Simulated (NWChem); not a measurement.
**CH3BrGe (SMILES [CH3][Ge][Br]) at 4 levels**

Wanted: a comparison of 4 runs (HF/STO-3G, HF/3-21G, B3LYP/6-31G*) of CH3BrGe. 

The results are computed with NWChem 7.3.0.

## 1. The molecule

The species is CH3BrGe (6 atoms), meant as a singlet with charge 0. SMILES: `[CH3][Ge][Br]`. Geometry: relaxed at PBE0-D4/def2-TZVP.

Bond lengths: C1–Ge2 1.985 Å, Ge2–Br3 2.358 Å, C1–H4 1.094 Å, C1–H5 1.092 Å, C1–H6 1.094 Å. Angles: C1–Ge2–Br3 96.4°, Ge2–C1–H4 109.5°, Ge2–C1–H5 111.1°, Ge2–C1–H6 109.9°, H4–C1–H5 109.4°, H4–C1–H6 107.2°, H5–C1–H6 109.5°.

## 2. Energy and forces at HF/STO-3G (run 1)

Contents of m1.nw:

```
start m1
title "CH3BrGe"
memory total 2200 mb

geometry noautosym nocenter noautoz
  C    -0.427600    0.399000   -0.270700
  Ge    0.170800   -0.356300    1.464600
  Br    1.884400   -1.715100    0.583800
  H     0.401600    0.936200   -0.741200
  H    -1.269700    1.080800   -0.133600
  H    -0.717300   -0.408600   -0.949200
end

basis spherical bse
  * library STO-3G
end

scf
  thresh 1e-08
  maxiter 80
  print low
end

task scf gradient
```

Command:

```sh
$ nwchem m1.nw > m1.out
```

The program printed:

```text
[...]
  functions       =    44
[...]
  wavefunction    = RHF
[...]
         Total SCF energy =  -4635.591556299824
      One-electron energy =  -7260.878657151865
      Two-electron energy =   2243.616153143557
 Nuclear repulsion energy =    381.670947708483
        Time for solution =      2.9s
[...]
                         RHF ENERGY GRADIENTS
    atom               coordinates                        gradient
                 x          y          z           x          y          z
   1 C      -0.808047   0.754001  -0.511549   -0.011377   0.011322  -0.016159
   2 Ge      0.322765  -0.673309   2.767693   -0.009513   0.004877   0.025276
   3 Br      3.561000  -3.241069   1.103222    0.018302  -0.014772  -0.007589
   4 H       0.758914   1.769161  -1.400665    0.009472   0.002042  -0.001999
   5 H      -2.399385   2.042416  -0.252467   -0.007204   0.005525   0.004190
   6 H      -1.355500  -0.772142  -1.793728    0.000319  -0.008993  -0.003719
 Task  times  cpu:        4.9s     wall:        4.9s
 Total times  cpu:        4.9s     wall:        4.9s
```

It took 5.7 s on 1 thread of AMD EPYC 9R14 (Zen 4), shared host; peak memory 0.094 GiB.

## 3. Energy and gradient at HF/3-21G (run 2)

Contents of run.py:

```python
from ase import Atoms
from ase.calculators.nwchem import NWChem

system = Atoms(['C', 'Ge', 'Br', 'H', 'H', 'H'], positions=[
    [-0.427600, 0.399000, -0.270700],
    [0.170800, -0.356300, 1.464600],
    [1.884400, -1.715100, 0.583800],
    [0.401600, 0.936200, -0.741200],
    [-1.269700, 1.080800, -0.133600],
    [-0.717300, -0.408600, -0.949200],
])

calc = NWChem(
    label='sp',
    theory='scf',
    memory='2200 mb',
    basis='3-21G',
    basispar='spherical bse',
    scf={'nopen': '0', 'rhf': None, 'thresh': '1e-08', 'maxiter': '80'},
)
system.calc = calc

forces = system.get_forces()
e = system.get_potential_energy()
print(f"E = {e:.6f} eV")
print("forces (eV/A):")
for s, f in zip(system.symbols, forces):
    print(f"{s:2s} {f[0]:10.5f} {f[1]:10.5f} {f[2]:10.5f}")
print("dipole (e A):", system.get_dipole_moment().round(4))
```

Command:

```sh
$ export ASE_NWCHEM_COMMAND="nwchem PREFIX.nwi > PREFIX.nwo"
$ python run.py
```

The program printed:

```text
E = -126936.185091 eV
forces (eV/A):
C     0.01661   -0.00951    0.02396
Ge   -0.88364    0.69672    0.43549
Br    0.90241   -0.72155   -0.41076
H    -0.27228   -0.06453    0.00334
H     0.22945   -0.17602   -0.11488
H     0.00751    0.27490    0.06284
dipole (e A): [-0.492   0.4237  0.0099]
```

The calculator wrote sp.nwi:

```
title "sp"

permanent_dir sp

scratch_dir sp

start sp

geometry units angstrom nocenter noautosym noautoz
  C  -4.2759999999999998e-01 3.9900000000000002e-01 -2.7070000000000000e-01
  Ge 1.7080000000000001e-01 -3.5630000000000001e-01 1.4645999999999999e+00
  Br 1.8844000000000001e+00 -1.7151000000000001e+00 5.8379999999999999e-01
  H  4.0160000000000001e-01 9.3620000000000003e-01 -7.4119999999999997e-01
  H  -1.2697000000000001e+00 1.0808000000000000e+00 -1.3360000000000000e-01
  H  -7.1730000000000005e-01 -4.0860000000000002e-01 -9.4920000000000004e-01
end

memory 2200 mb

basis spherical bse noprint
   * library 3-21G
end

scf
  nopen 0
  rhf
  thresh 1e-08
  maxiter 80
end

task scf gradient
```

sp.nwo:

```text
Northwest Computational Chemistry Package (NWChem) 7.3.0
             --------------------------------------------------------

           Job information
           ---------------

    nwchem branch   = 7.3.0
    use scalapack   = T
    input           = sp.nwi
    prefix          = sp.
    data base       = sp/sp.db
    status          = startup
    nproc           =        1

           Memory information
           ------------------

[... 5 lines left out ...]
    hardfail = no
[... 132 lines left out ...]
         Quadratically convergent ROHF
[... 14 lines left out ...]
       Final RHF  results
[... 4 lines left out ...]
      Two-electron energy =   2223.132216337859
[... 57 lines left out ...]
                       ROHF Final Molecular Orbital Analysis
[... 212 lines left out ...]
                 ----------------------------------------
                 |  Time  |  1-e(secs)   |  2-e(secs)   |
                 ----------------------------------------
                 |  CPU   |       0.00   |       1.83   |
                 ----------------------------------------
                 |  WALL  |       0.00   |       1.83   |
                 ----------------------------------------

 Task  times  cpu:        4.9s     wall:        4.9s
 Total times  cpu:        4.9s     wall:        4.9s
```

Wall time 6.3 s (1 thread of AMD EPYC 9R14 (Zen 4), shared host); peak memory 0.097 GiB.

Run 3 isn't shown in full; the table further down has it.

## 4. Energy and forces at B3LYP/6-31G(d) (Cartesian functions) (run 4)

Contents of test.nw:

```
start test
memory stack 880 mb heap 220 mb global 1100 mb

geometry units angstroms noautosym nocenter noautoz
   C    -0.427600    0.399000   -0.270700
   Ge    0.170800   -0.356300    1.464600
   Br    1.884400   -1.715100    0.583800
   H     0.401600    0.936200   -0.741200
   H    -1.269700    1.080800   -0.133600
   H    -0.717300   -0.408600   -0.949200
end

basis cartesian
   * library 6-31G*
end

dft
   xc b3lyp
   grid fine
   convergence energy 1e-08
   maxiter 100
   mulliken
end

task dft gradient
```

Command:

```sh
$ nwchem test.nw > test.out
```

The program printed:

```text
[...]
          Wavefunction type:  closed shell.
          No. of atoms     :     6
          No. of electrons :    76
[...]
          Charge           :     0
          Spin multiplicity:     1
[...]
          AO basis - number of functions:    91
[...]
              XC Information
              --------------
                         B3LYP Method XC Potential
                     Hartree-Fock (Exact) Exchange  0.200
                        Slater Exchange Functional  0.800 local
                    Becke 1988 Exchange Functional  0.720 non-local
              Lee-Yang-Parr Correlation Functional  0.810
                  VWN I RPA Correlation Functional  0.190 local
[...]
 d= 0,ls=0.0,diis     1  -4690.5441720761 -5.07D+03  1.48D-02  2.31D+00     2.8
[...]
 d= 0,ls=0.0,diis    10  -4690.5987087925 -5.08D-09  5.68D-07  1.29D-09    18.1
         Total DFT energy =    -4690.598708792530
      One electron energy =    -7290.404760346275
           Coulomb energy =     2395.020834788567
    Exchange-Corr. energy =     -176.885730943305
 Nuclear repulsion energy =      381.670947708483
[...]
  wavefunction    = closed shell
                         DFT ENERGY GRADIENTS
    atom               coordinates                        gradient
                 x          y          z           x          y          z
   1 C      -0.808047   0.754001  -0.511549    0.001122  -0.001544   0.003744
   2 Ge      0.322765  -0.673309   2.767693    0.004448  -0.002519  -0.009312
   3 Br      3.561000  -3.241069   1.103222   -0.007241   0.005844   0.002851
   4 H       0.758914   1.769161  -1.400665   -0.000950  -0.001324   0.001190
   5 H      -2.399385   2.042416  -0.252467    0.001665  -0.001384   0.000009
   6 H      -1.355500  -0.772142  -1.793728    0.000955   0.000928   0.001518
[...]
```

It took 33 s on 1 thread of AMD EPYC 9R14 (Zen 4), shared host; peak memory 0.12 GiB.

## 5. The series

| run | level | iteration cap | module | energy (Eh) | largest force (eV/Å) | wall time |
| --- | --- | --- | --- | --- | --- | --- |
| 1 | HF/STO-3G | 80 | scf | -4635.591556 | 1.411 | 5.7 s |
| 2 | HF/3-21G | 80 | scf | -4664.818800 | 1.226 | 6.3 s |
| 3 | B3LYP/6-31G* (spherical functions) | 100 | dft | -4690.583963 | 0.529 | 39 s |
| 4 | B3LYP/6-31G* (Cartesian functions) | 100 | dft | -4690.598709 | 0.546 | 33 s |

## 6. Results

| quantity | value |
| --- | --- |
| run 4: total energy | -4690.59871 Eh |
| run 4: dipole moment | 2.45 D |
| run 4: HOMO energy | -6.54 eV |
| run 4: LUMO energy | -2.93 eV |
| run 4: HOMO–LUMO gap | 3.61 eV |
| run 4: largest force on an atom | 0.546 eV/Å |

Over runs 2, 3, 4 the dipole moment (its size) runs from 2.45 D (B3LYP/6-31G*) to 3.12 D (HF/3-21G). The two ends differ in method and basis. Over runs 2, 3, 4 the HOMO–LUMO gap runs from 3.61 eV (B3LYP/6-31G*) to 9.22 eV (HF/3-21G). In run 1 the basis is minimal, so the values are rough. All runs together took 85 s, the longest 39 s.
